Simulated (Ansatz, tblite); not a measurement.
# Cu(AsH3)(N(SiH3)2) (AsCuH₉NSi₂): one state, many levels

Aim: run the singlet of Cu(AsH3)(N(SiH3)2) (AsCuH₉NSi₂) at one geometry on many levels, and compare frontier levels, spin and run time.

Program: Ansatz 0.2.0, Gaussian basis. Level of theory: as each input shows. These are calculated values, not measurements.

Plan: GFN1-xTB, GFN2-xTB, PBE-D4/def2-TZVP, r2SCAN-D4/def2-TZVP, B97M-V/def2-TZVP, CAM-B3LYP-D4/def2-TZVP, PBE-D4/def2-SVP, PBE0-D4/def2-SVP, HF/STO-3G, PBE0-D4/def2-TZVPD, PBE-D4/def2-TZVPD, r2SCAN-D4/def2-TZVPD, CCSD(T)/def2-SVP, MP2/def2-TZVP, RPA/def2-TZVP.

2 further runs of the same task are left out: 2 set aside as unsound or not needed.

## Step 1: The relaxed structure

The geometry is that of the singlet, from an earlier relaxation (r2SCAN-D4/def2-SVP).

14 atoms, charge 0, spin multiplicity 1.

Bond lengths: Cu1–As2 2.235 Å, Cu1–N6 1.834 Å, As2–H3 1.510 Å, As2–H4 1.512 Å, As2–H5 1.511 Å, N6–Si7 1.724 Å, N6–Si8 1.724 Å, Si7–H9 1.504 Å, Si7–H10 1.503 Å, Si7–H11 1.504 Å, Si8–H12 1.504 Å, Si8–H13 1.503 Å, Si8–H14 1.504 Å. Angles: As2–Cu1–N6 179.5°, Cu1–As2–H3 119.5°, Cu1–As2–H4 120.9°, Cu1–As2–H5 119.7°, H3–As2–H4 97.1°, H3–As2–H5 97.3°, H4–As2–H5 97.0°, Cu1–N6–Si7 116.3°, Cu1–N6–Si8 116.3°, Si7–N6–Si8 127.4°, N6–Si7–H9 113.5°, N6–Si7–H10 109.7°, N6–Si7–H11 113.6°, H9–Si7–H10 106.8°, H9–Si7–H11 106.1°, H10–Si7–H11 106.7°, N6–Si8–H12 113.6°, N6–Si8–H13 109.7° and more.

Geometry (Å):

```mol
AsCuH9NSi2
  3D, bonds by distance, orders not assigned

 14 13  0  0  0  0  0  0  0  0999 V2000
   -0.0177   -0.0072    0.9143 Cu  0  0
   -0.0232   -0.0263    3.1493 As  0  0
    0.5276   -1.2257    3.8838 H   0  0
   -1.3161    0.0892    3.9246 H   0  0
    0.7428    1.0315    3.9085 H   0  0
    0.0024    0.0081   -0.9192 N   0  0
    0.0267    1.5600   -1.6691 Si  0  0
   -0.0090   -1.5304   -1.6966 Si  0  0
    1.2293    1.7845   -2.5435 H   0  0
    0.0498    2.6319   -0.6161 H   0  0
   -1.1741    1.8292   -2.5333 H   0  0
   -1.2098   -1.7518   -2.5743 H   0  0
   -0.0226   -2.6209   -0.6626 H   0  0
    1.1940   -1.7721   -2.5657 H   0  0
  1  2  8  0
  1  6  8  0
  2  3  8  0
  2  4  8  0
  2  5  8  0
  6  7  8  0
  6  8  8  0
  7  9  8  0
  7 10  8  0
  7 11  8  0
  8 12  8  0
  8 13  8  0
  8 14  8  0
M  END
```

No spin-orbit coupling is included.

PBE0-D4/def2-TZVP was run before; its log isn't repeated, and its numbers join the tables.

## Step 2: GFN1-xTB

Tight binding, by tblite at 300 K electronic temperature and without a spin-polarisation term:

```python
tblite.interface.Calculator('GFN1-xTB', numbers, positions, charge=0, uhf=0).singlepoint()
```

Energy -508.4994 eV, HOMO -10.45 eV, LUMO -7.46 eV; 0.012 s.

## Step 3: GFN2-xTB

Tight binding, by tblite at 300 K electronic temperature and without a spin-polarisation term:

```python
tblite.interface.Calculator('GFN2-xTB', numbers, positions, charge=0, uhf=0).singlepoint()
```

Energy -469.5102 eV, HOMO -8.87 eV, LUMO -6.03 eV; 0.009 s.

## Step 4: PBE-D4/def2-TZVP

start.molden holds the orbitals of an earlier run on this state, given as this run's starting guess.

in.yaml reads:

```yaml
crystal:
  periodic: [false, false, false]
  atoms:
    - {symbol: Cu, position_ang: [-0.017693, -0.007215, 0.914264]}
    - {symbol: As, position_ang: [-0.023196, -0.026321, 3.149256]}
    - {symbol: H, position_ang: [0.527573, -1.225688, 3.883767]}
    - {symbol: H, position_ang: [-1.316118, 0.089168, 3.924554]}
    - {symbol: H, position_ang: [0.742779, 1.031520, 3.908527]}
    - {symbol: N, position_ang: [0.002367, 0.008053, -0.919244]}
    - {symbol: Si, position_ang: [0.026697, 1.560035, -1.669053]}
    - {symbol: Si, position_ang: [-0.009013, -1.530421, -1.696553]}
    - {symbol: H, position_ang: [1.229280, 1.784526, -2.543466]}
    - {symbol: H, position_ang: [0.049842, 2.631851, -0.616058]}
    - {symbol: H, position_ang: [-1.174092, 1.829233, -2.533337]}
    - {symbol: H, position_ang: [-1.209841, -1.751756, -2.574313]}
    - {symbol: H, position_ang: [-0.022631, -2.620898, -0.662622]}
    - {symbol: H, position_ang: [1.194047, -1.772076, -2.565722]}
basis:
  gaussian: {orbitals: def2-TZVP, initial_orbitals: start.molden}
hamiltonian: {xc: pbe, dispersion: d4}
scf: {omitted_lower_state_checks: [starts]}
output: {orbitals: {seedname: orbitals}}
```

Run with:

```
$ ansatz run in.yaml --threads 4 --pin off --events-out ev --progress --plain --max-ram 8704MiB
```

Standard output:

```text
Functional definition: PBE
  name "PBE"
  cite "Perdew, Burke & Ernzerhof, Phys. Rev. Lett. 77, 3865 (1996) doi:10.1103/PhysRevLett.77.3865"
  parent pbe
  parameter kappa = 0.804
  parameter beta = 0.06672455060314922
  exchange = pbe_x(kappa = kappa, mu = beta*pi^2/3)
  correlation = pbe_c(beta = beta)
these checks for a lower state are left out or cut short: starts
1881 factors; their error is unknown
mean field evaluation 1: about -122850.5051 eV, gradient 1.5e1 eV
mean field evaluation 2: about -122850.7436 eV, gradient 4.1e-1 eV
mean field evaluation 4: about -122850.7018 eV, gradient 9.5e-2 eV
mean field -122850.70184012 eV, -4514.6800214280 hartree, gradient 2.3e-5 eV, S^2 0.000000; 0 other end points of the search recorded, 0 dependent functions left out
reference -122850.70190324 eV, -4514.6800237476 hartree; 53, 53 occupied and 199, 199 virtual orbitals, 1881 factors
Total energy: -122851.10120655 eV, -4514.6946978734 hartree
Checks for a lower state left out: starts
```

It took 4 s on 4 threads of Arm Neoverse V1, shared host.

Report: HOMO -5.04 eV, LUMO -1.75 eV.

## Step 5: r2SCAN-D4/def2-TZVP

Changes to in.yaml since step 4:

```diff
@@ -19,3 +19,3 @@
   gaussian: {orbitals: def2-TZVP, initial_orbitals: start.molden}
-hamiltonian: {xc: pbe, dispersion: d4}
+hamiltonian: {xc: r2scan, dispersion: d4}
 scf: {omitted_lower_state_checks: [starts]}
```

Launched as before.

Standard output:

```text
Functional definition: r2SCAN
  name "r2SCAN"
  cite "Furness, Kaplan, Ning, Perdew & Sun, J. Phys. Chem. Lett. 11, 8208 (2020) doi:10.1021/acs.jpclett.0c02405"
  cite "Furness, Kaplan, Ning, Perdew & Sun, J. Phys. Chem. Lett. 11, 9248 (2020) doi:10.1021/acs.jpclett.0c03077"
  parent r2scan
  parameter k0 = 0.174
  parameter k1 = 0.065
  parameter a1 = 4.9479
  exchange = r2scan_x(k0 = k0, k1 = k1, a1 = a1)
  correlation = r2scan_c
these checks for a lower state are left out or cut short: starts
1881 factors; their error is unknown
mean field evaluation 1: about -122874.0546 eV, gradient 1.0e1 eV
mean field evaluation 2: about -122874.1535 eV, gradient 2.6e-1 eV
mean field evaluation 4: about -122874.1086 eV, gradient 3.5e-4 eV
mean field -122874.10862037 eV, -4515.5402047364 hartree, gradient 1.3e-5 eV, S^2 0.000000; 0 other end points of the search recorded, 0 dependent functions left out
reference -122874.10864017 eV, -4515.5402054642 hartree; 53, 53 occupied and 199, 199 virtual orbitals, 1881 factors
Total energy: -122874.20893369 eV, -4515.5438911828 hartree
Checks for a lower state left out: starts
```

Wall time 8.5 s (4 threads of Arm Neoverse V1, shared host).

HOMO -5.23 eV, LUMO -1.56 eV.

## Step 6: B97M-V/def2-TZVP

Changes to in.yaml since step 5:

```diff
@@ -19,4 +19,4 @@
   gaussian: {orbitals: def2-TZVP, initial_orbitals: start.molden}
-hamiltonian: {xc: r2scan, dispersion: d4}
+hamiltonian: {xc: {name: B97M-V}}
 scf: {omitted_lower_state_checks: [starts]}
-output: {orbitals: {seedname: orbitals}}
+output: {forces: true, orbitals: {seedname: orbitals}}
```

Same command.

Standard output, cut to the lines that bear on the results:

```text
Functional definition: B97M-V
  name "B97M-V"
  cite "Mardirossian & Head-Gordon, J. Chem. Phys. 142, 074111 (2015) doi:10.1063/1.4907719"
  cite "Becke, J. Chem. Phys. 107, 8554 (1997) doi:10.1063/1.475007"
  cite "Vydrov & Van Voorhis, J. Chem. Phys. 133, 244103 (2010) doi:10.1063/1.3521275"
  # Of w^i u^j: cxij and so on, Table III.
[...]
  gx(w, u) = cx00 + cx01*u + cx02*u^2 + (cx10 + cx11*u)*w
  gss(w, u) = css00 + css02*u^2 + css10*w + (css32*w^3 + css42*w^4)*u^2
  gos(w, u) = cos00 + cos01*u + cos03*u^3 + cos10*w + cos32*w^3*u^2
[...]
      + integral(e_c_pw_mod_opposite_spin*gos(b97_w_opposite, b97_u_opposite)) + vv10(b, c)
[...]
1881 factors; their error is unknown
[...]
mean field -122852.31599870 eV, -4514.7393406614 hartree, gradient 2.1e-5 eV, S^2 0.000000; 0 other end points of the search recorded, 0 dependent functions left out
[...]
Atom 5 at     0.002367     0.008053    -0.919244 Å, force     0.004488     0.007113    -0.704576 eV/Å
Atom 6 at     0.026697     1.560035    -1.669053 Å, force    -0.006585    -0.469643     0.189767 eV/Å
Atom 7 at    -0.009013    -1.530421    -1.696553 Å, force     0.004152     0.463044     0.199950 eV/Å
Atom 8 at     1.229280     1.784526    -2.543466 Å, force    -0.130693    -0.036426     0.098704 eV/Å
Atom 9 at     0.049842     2.631851    -0.616058 Å, force    -0.002814    -0.126685    -0.112500 eV/Å
Atom 10 at    -1.174092     1.829233    -2.533337 Å, force     0.130384    -0.041201     0.097729 eV/Å
Atom 11 at    -1.209841    -1.751756    -2.574313 Å, force     0.131150     0.036306     0.099298 eV/Å
Atom 12 at    -0.022631    -2.620898    -0.662622 Å, force     0.001537     0.129400    -0.111230 eV/Å
Atom 13 at     1.194047    -1.772076    -2.565722 Å, force    -0.131076     0.038583     0.097741 eV/Å
Dipole moment:    -0.007757    -0.013271     1.522352 e Å
Checks for a lower state left out: starts
```

It took 22 s on 4 threads of Arm Neoverse V1, shared host; peak memory 0.59 GiB.

From the report: HOMO -5.36 eV, LUMO -1.72 eV.

## Step 7: CAM-B3LYP-D4/def2-TZVP

Changes to in.yaml since step 6:

```diff
@@ -19,4 +19,4 @@
   gaussian: {orbitals: def2-TZVP, initial_orbitals: start.molden}
-hamiltonian: {xc: {name: B97M-V}}
+hamiltonian: {xc: {name: CAM-B3LYP}, dispersion: d4}
 scf: {omitted_lower_state_checks: [starts]}
-output: {forces: true, orbitals: {seedname: orbitals}}
+output: {orbitals: {seedname: orbitals}}
```

Launched as before.

Standard output, cut to the lines that bear on the results:

```text
Functional definition: CAM-B3LYP
  name "CAM-B3LYP"
  cite "Yanai, Tew & Handy, Chem. Phys. Lett. 393, 51 (2004) doi:10.1016/j.cplett.2004.06.011"
  cite "Iikura, Tsuneda, Yanai & Hirao, J. Chem. Phys. 115, 3540 (2001) doi:10.1063/1.1383587"
  cite "Becke, Phys. Rev. A 38, 3098 (1988) doi:10.1103/PhysRevA.38.3098"
  cite "Lee, Yang & Parr, Phys. Rev. B 37, 785 (1988) doi:10.1103/PhysRevB.37.785"
  cite "Vosko, Wilk & Nusair, Can. J. Phys. 58, 1200 (1980) doi:10.1139/p80-159"
[...]
  # Exact exchange under (alpha + beta erf(omega r))/r, Becke's under what is left of 1/r.
[...]
2024 factors; their error is unknown
509 factors; integrals over basis functions are off by at most 1.9e-5 eV
[...]
mean field -122882.68253680 eV, -4515.8552903536 hartree, gradient 1.5e-5 eV, S^2 0.000000; 0 other end points of the search recorded, 0 dependent functions left out
reference -122882.68271514 eV, -4515.8552969076 hartree; 53, 53 occupied and 199, 199 virtual orbitals, 2024 factors
Total energy: -122883.04165277 eV, -4515.8684876221 hartree
Checks for a lower state left out: starts
```

It took 9 s on 4 threads of Arm Neoverse V1, shared host; peak memory 1.3 GiB.

HOMO -7.48 eV, LUMO 0.02 eV.

## Step 8: PBE-D4/def2-SVP

Changes to in.yaml since step 7:

```diff
@@ -18,4 +18,4 @@
 basis:
-  gaussian: {orbitals: def2-TZVP, initial_orbitals: start.molden}
-hamiltonian: {xc: {name: CAM-B3LYP}, dispersion: d4}
+  gaussian: {orbitals: def2-SVP, initial_orbitals: start.molden}
+hamiltonian: {xc: pbe, dispersion: d4}
 scf: {omitted_lower_state_checks: [starts]}
```

Same command.

Standard output:

```text
Functional definition: PBE
  name "PBE"
  cite "Perdew, Burke & Ernzerhof, Phys. Rev. Lett. 77, 3865 (1996) doi:10.1103/PhysRevLett.77.3865"
  parent pbe
  parameter kappa = 0.804
  parameter beta = 0.06672455060314922
  exchange = pbe_x(kappa = kappa, mu = beta*pi^2/3)
  correlation = pbe_c(beta = beta)
these checks for a lower state are left out or cut short: starts
1833 factors; their error is unknown
mean field evaluation 1: about -122828.5676 eV, gradient 1.2e1 eV
mean field evaluation 2: about -122828.9134 eV, gradient 5.4e-1 eV
mean field evaluation 4: about -122828.7886 eV, gradient 2.0e-1 eV
mean field evaluation 8: about -122828.7886 eV, gradient 1.8e-5 eV
mean field -122828.78864152 eV, -4513.8747262327 hartree, gradient 1.8e-5 eV, S^2 0.000000; 0 other end points of the search recorded, 0 dependent functions left out
reference -122828.78870185 eV, -4513.8747284496 hartree; 53, 53 occupied and 105, 105 virtual orbitals, 1833 factors
Total energy: -122829.18800515 eV, -4513.8894025754 hartree
Checks for a lower state left out: starts
```

Run time: 2.4 s. Hardware: 4 threads of Arm Neoverse V1, shared host.

Report: HOMO -4.81 eV, LUMO -1.54 eV.

## Step 9: PBE0-D4/def2-SVP

Changes to in.yaml since step 8:

```diff
@@ -19,3 +19,3 @@
   gaussian: {orbitals: def2-SVP, initial_orbitals: start.molden}
-hamiltonian: {xc: pbe, dispersion: d4}
+hamiltonian: {xc: pbe0, dispersion: d4}
 scf: {omitted_lower_state_checks: [starts]}
```

The command is unchanged.

Standard output:

```text
Functional definition: PBE0
  name "PBE0"
  cite "Adamo & Barone, J. Chem. Phys. 110, 6158 (1999) doi:10.1063/1.478522"
  cite "Perdew, Burke & Ernzerhof, Phys. Rev. Lett. 77, 3865 (1996) doi:10.1103/PhysRevLett.77.3865"
  parent pbe
  parameter a = 0.25
  parameter kappa = 0.804
  parameter beta = 0.06672455060314922
  exchange = (1 - a)*pbe_x(kappa = kappa, mu = beta*pi^2/3) + a*exact_x
  correlation = pbe_c(beta = beta)
these checks for a lower state are left out or cut short: starts
1593 factors; integrals over basis functions are off by at most 1.2e-3 eV
mean field evaluation 1: about -122832.2683 eV, gradient 1.1e1 eV
mean field evaluation 2: about -122832.4967 eV, gradient 3.6e-1 eV
mean field evaluation 4: about -122832.6116 eV, gradient 1.5e-3 eV
mean field -122832.61162039 eV, -4514.0152181147 hartree, gradient 1.4e-5 eV, S^2 0.000000; 0 other end points of the search recorded, 0 dependent functions left out
reference -122832.61166457 eV, -4514.0152197382 hartree; 53, 53 occupied and 105, 105 virtual orbitals, 1593 factors
Total energy: -122832.95626181 eV, -4514.0278834535 hartree
Checks for a lower state left out: starts
```

It took 3.6 s on 4 threads of Arm Neoverse V1, shared host.

Report: HOMO -6.00 eV, LUMO -0.74 eV.

## Step 10: HF/STO-3G

Changes to in.yaml since step 9:

```diff
@@ -18,4 +18,4 @@
 basis:
-  gaussian: {orbitals: def2-SVP, initial_orbitals: start.molden}
-hamiltonian: {xc: pbe0, dispersion: d4}
+  gaussian: {orbitals: STO-3G}
+hamiltonian: {xc: hf}
 scf: {omitted_lower_state_checks: [starts]}
```

Same command.

Standard output:

```text
Functional definition: HF
  name "HF"
  cite "Fock, Z. Phys. 61, 126 (1930) doi:10.1007/BF01340294"
  parent pbe
  exchange = exact_x
  correlation = 0
these checks for a lower state are left out or cut short: starts
730 factors; integrals over basis functions are off by at most 5.5e-4 eV
mean field evaluation 1: about -120790.5697 eV, gradient 3.9e2 eV
mean field evaluation 2: about -120792.8937 eV, gradient 3.9e2 eV
mean field evaluation 4: about -119902.0120 eV, gradient 2.9e2 eV
mean field evaluation 8: about -121351.2823 eV, gradient 5.4e0 eV
mean field evaluation 16: about -121352.9485 eV, gradient 4.6e-1 eV
mean field evaluation 32: about -121352.9795 eV, gradient 5.1e-2 eV
mean field -121352.97664872 eV, -4459.6396358386 hartree, gradient 4.1e-6 eV, S^2 0.000000; 0 other end points of the search recorded, 0 dependent functions left out
reference -121352.97664872 eV, -4459.6396358386 hartree; 53, 53 occupied and 15, 15 virtual orbitals, 730 factors
Total energy: -121352.97664872 eV, -4459.6396358386 hartree
Checks for a lower state left out: starts
```

It took 1.5 s on 4 threads of Arm Neoverse V1, shared host.

From the report: HOMO -2.32 eV, LUMO 4.67 eV.

## Step 11: PBE0-D4/def2-TZVPD

Changes to in.yaml since step 10:

```diff
@@ -18,4 +18,4 @@
 basis:
-  gaussian: {orbitals: STO-3G}
-hamiltonian: {xc: hf}
+  gaussian: {orbitals: def2-TZVPD, initial_orbitals: start.molden}
+hamiltonian: {xc: pbe0, dispersion: d4}
 scf: {omitted_lower_state_checks: [starts]}
```

The command is unchanged.

Standard output:

```text
Functional definition: PBE0
  name "PBE0"
  cite "Adamo & Barone, J. Chem. Phys. 110, 6158 (1999) doi:10.1063/1.478522"
  cite "Perdew, Burke & Ernzerhof, Phys. Rev. Lett. 77, 3865 (1996) doi:10.1103/PhysRevLett.77.3865"
  parent pbe
  parameter a = 0.25
  parameter kappa = 0.804
  parameter beta = 0.06672455060314922
  exchange = (1 - a)*pbe_x(kappa = kappa, mu = beta*pi^2/3) + a*exact_x
  correlation = pbe_c(beta = beta)
these checks for a lower state are left out or cut short: starts
2215 factors; their error is unknown
mean field evaluation 1: about -122853.7927 eV, gradient 1.0e1 eV
mean field evaluation 2: about -122853.8577 eV, gradient 1.4e-1 eV
mean field evaluation 4: about -122854.2154 eV, gradient 6.5e-4 eV
mean field -122854.21544242 eV, -4514.8091439307 hartree, gradient 1.7e-5 eV, S^2 0.000000; 0 other end points of the search recorded, 0 dependent functions left out
reference -122854.21549904 eV, -4514.8091460118 hartree; 53, 53 occupied and 253, 253 virtual orbitals, 2215 factors
Total energy: -122854.56009629 eV, -4514.8218097270 hartree
Checks for a lower state left out: starts
```

Wall time 12 s (4 threads of Arm Neoverse V1, shared host); peak memory 1.6 GiB.

Report: HOMO -6.22 eV, LUMO -1.10 eV.

## Step 12: PBE-D4/def2-TZVPD

Changes to in.yaml since step 11:

```diff
@@ -19,3 +19,3 @@
   gaussian: {orbitals: def2-TZVPD, initial_orbitals: start.molden}
-hamiltonian: {xc: pbe0, dispersion: d4}
+hamiltonian: {xc: pbe, dispersion: d4}
 scf: {omitted_lower_state_checks: [starts]}
```

Launched as before.

Standard output:

```text
Functional definition: PBE
  name "PBE"
  cite "Perdew, Burke & Ernzerhof, Phys. Rev. Lett. 77, 3865 (1996) doi:10.1103/PhysRevLett.77.3865"
  parent pbe
  parameter kappa = 0.804
  parameter beta = 0.06672455060314922
  exchange = pbe_x(kappa = kappa, mu = beta*pi^2/3)
  correlation = pbe_c(beta = beta)
these checks for a lower state are left out or cut short: starts
2064 factors; their error is unknown
mean field evaluation 1: about -122850.4950 eV, gradient 1.9e1 eV
mean field evaluation 2: about -122850.8111 eV, gradient 5.3e-1 eV
mean field evaluation 4: about -122850.7804 eV, gradient 1.1e-1 eV
mean field -122850.78044193 eV, -4514.6829099912 hartree, gradient 3.3e-5 eV, S^2 0.000000; 0 other end points of the search recorded, 0 dependent functions left out
reference -122850.78051893 eV, -4514.6829128208 hartree; 53, 53 occupied and 253, 253 virtual orbitals, 2064 factors
Total energy: -122851.17982223 eV, -4514.6975869466 hartree
Checks for a lower state left out: starts
```

Wall time 6.5 s (4 threads of Arm Neoverse V1, shared host); peak memory 0.62 GiB.

HOMO -5.09 eV, LUMO -1.87 eV.

## Step 13: r2SCAN-D4/def2-TZVPD

Changes to in.yaml since step 12:

```diff
@@ -19,3 +19,3 @@
   gaussian: {orbitals: def2-TZVPD, initial_orbitals: start.molden}
-hamiltonian: {xc: pbe, dispersion: d4}
+hamiltonian: {xc: r2scan, dispersion: d4}
 scf: {omitted_lower_state_checks: [starts]}
```

Same command.

Standard output:

```text
Functional definition: r2SCAN
  name "r2SCAN"
  cite "Furness, Kaplan, Ning, Perdew & Sun, J. Phys. Chem. Lett. 11, 8208 (2020) doi:10.1021/acs.jpclett.0c02405"
  cite "Furness, Kaplan, Ning, Perdew & Sun, J. Phys. Chem. Lett. 11, 9248 (2020) doi:10.1021/acs.jpclett.0c03077"
  parent r2scan
  parameter k0 = 0.174
  parameter k1 = 0.065
  parameter a1 = 4.9479
  exchange = r2scan_x(k0 = k0, k1 = k1, a1 = a1)
  correlation = r2scan_c
these checks for a lower state are left out or cut short: starts
2064 factors; their error is unknown
mean field evaluation 1: about -122874.0445 eV, gradient 1.5e1 eV
mean field evaluation 2: about -122874.2048 eV, gradient 3.5e-1 eV
mean field evaluation 4: about -122874.1705 eV, gradient 1.7e-3 eV
mean field -122874.17045809 eV, -4515.5424772307 hartree, gradient 9.1e-6 eV, S^2 0.000000; 0 other end points of the search recorded, 0 dependent functions left out
reference -122874.17048131 eV, -4515.5424780839 hartree; 53, 53 occupied and 253, 253 virtual orbitals, 2064 factors
Total energy: -122874.27077482 eV, -4515.5461638025 hartree
Checks for a lower state left out: starts
```

Wall time 12 s (4 threads of Arm Neoverse V1, shared host); peak memory 0.67 GiB.

From the report: HOMO -5.26 eV, LUMO -1.65 eV.

## Step 14: CCSD(T)/def2-SVP

Changes to in.yaml since step 13:

```diff
@@ -18,4 +18,4 @@
 basis:
-  gaussian: {orbitals: def2-TZVPD, initial_orbitals: start.molden}
-hamiltonian: {xc: r2scan, dispersion: d4}
+  gaussian: {orbitals: def2-SVP, initial_orbitals: start.molden}
+correlation: {method: ccsd_t, frozen_orbitals: {As: 9, Cu: 9, H: 0, "N": 1, Si: 5}}
 scf: {omitted_lower_state_checks: [starts]}
```

Same command.

Standard output, cut to the lines that bear on the results:

```text
Functional definition: HF
  name "HF"
  cite "Fock, Z. Phys. 61, 126 (1930) doi:10.1007/BF01340294"
  parent pbe
[...]
1593 factors; integrals over basis functions are off by at most 1.2e-3 eV
[...]
mean field -122723.02766025 eV, -4509.9880818584 hartree, gradient 2.4e-6 eV, S^2 0.000000; 0 other end points of the search recorded, 0 dependent functions left out
29 core orbitals not correlated: weight in the atoms' cores, before any rotation towards them, 1.000 or more for the frozen orbitals, at most 0.000 for the correlated occupied ones
reference -122723.02766025 eV, -4509.9880818584 hartree; 24, 24 occupied and 105, 105 virtual orbitals, 1593 factors
second order -26.24049769 eV of doubles, -0.00000000 eV of singles
cycle   1  -25.15584978 eV  change     1.1e0 eV  update   2.2e-1
[...]
cycle  13  -26.65530863 eV  change   -1.7e-6 eV  update   1.2e-5
perturbative correction -0.97648387 eV, -0.0358851202 hartree
Total energy: -122750.65945275 eV, -4511.0035315031 hartree
Checks for a lower state left out: starts
```

It took 46 s on 4 threads of Arm Neoverse V1, shared host; peak memory 1.3 GiB.

Hartree-Fock HOMO -8.93 eV, LUMO 1.72 eV; T1 0.019.

(Part 1 of 2 ends here.)
